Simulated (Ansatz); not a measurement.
# C₂H₇AlO₂: basis-set convergence

The task here is to estimate one member of a computed series from the others.

The runs use Ansatz 0.2.0, Gaussian basis; one geometry, several basis sets.

Plan: PBE0-D4/def2-SVP; ωB97M-V/def2-SVP; PBE0-D4/def2-QZVPP; ωB97M-V/def2-QZVPP; the functionals' def2-TZVPP values are taken from earlier runs.

## The relaxed structure

The geometry comes from an earlier relaxation with PBE0-D4 in a triple-zeta def2 set; it is a stationary point, not always the lowest conformer.

SMILES `C[CH2][Al]([OH])[OH]`, 12 atoms, charge 0, spin multiplicity 1.

Atoms are counted from 1 here; the program's logs count them from 0.

Bond lengths: C1–C2 1.529 Å, C1–H6 1.092 Å, C1–H7 1.094 Å, C1–H8 1.092 Å, C2–Al3 1.949 Å, C2–H9 1.098 Å, C2–H10 1.098 Å, Al3–O4 1.700 Å, Al3–O5 1.695 Å, O4–H11 0.955 Å, O5–H12 0.956 Å. Angles: C2–C1–H6 111.6°, C2–C1–H7 111.8°, C2–C1–H8 111.6°, H6–C1–H7 107.5°, H6–C1–H8 106.5°, H7–C1–H8 107.5°, C1–C2–Al3 115.5°, C1–C2–H9 110.2°, C1–C2–H10 110.2°, Al3–C2–H9 107.9°, Al3–C2–H10 107.9°, H9–C2–H10 104.5°, C2–Al3–O4 124.3°, C2–Al3–O5 118.9°, O4–Al3–O5 116.8°, Al3–O4–H11 124.1°, Al3–O5–H12 122.3°.

The first run:

File in.yaml:

```yaml
crystal:
  periodic: [false, false, false]
  atoms:
    - {symbol: C, position_ang: [-1.606973, -0.553245, 0.555318]}
    - {symbol: C, position_ang: [-0.517926, -0.569818, -0.518399]}
    - {symbol: Al, position_ang: [1.068592, 0.489841, -0.119382]}
    - {symbol: O, position_ang: [2.409750, 0.633145, -1.154298]}
    - {symbol: O, position_ang: [1.143534, 1.333556, 1.348996]}
    - {symbol: H, position_ang: [-1.972512, 0.459125, 0.741963]}
    - {symbol: H, position_ang: [-2.467758, -1.166301, 0.271697]}
    - {symbol: H, position_ang: [-1.235756, -0.930863, 1.510801]}
    - {symbol: H, position_ang: [-0.195096, -1.600255, -0.715055]}
    - {symbol: H, position_ang: [-0.924813, -0.221915, -1.476540]}
    - {symbol: H, position_ang: [2.478080, 0.204282, -2.004640]}
    - {symbol: H, position_ang: [1.897881, 1.867348, 1.593537]}
basis:
  gaussian: {orbitals: def2-SVP}
hamiltonian: {xc: pbe0, dispersion: d4}
output: {orbitals: {seedname: orbitals}}
```

On the command line:

```sh
$ ansatz run in.yaml --threads 4 --pin off --events-out ev --progress --plain --max-ram 10444MiB
```

Steps of the session up to this table: PBE0-D4 in def2-SVP; ωB97M-V in def2-SVP; PBE0-D4 in def2-QZVPP; ωB97M-V in def2-QZVPP.

One of the session's tables, all rows but one given; the rest of the session is left out.

```
functional       basis  HOMO (eV)  LUMO (eV)
   PBE0-D4    def2-SVP          ?          ?
   PBE0-D4  def2-TZVPP      -7.78      -0.06
   PBE0-D4  def2-QZVPP      -7.81      -0.36
   ωB97M-V    def2-SVP      -9.92       1.78
   ωB97M-V  def2-TZVPP     -10.04       1.41
   ωB97M-V  def2-QZVPP     -10.08       0.84
```

Estimate the missing values for PBE0-D4, def2-SVP.

**Answer.** HOMO (eV): -7.67; LUMO (eV): 0.23. In the column «HOMO (eV)» it is the highest.
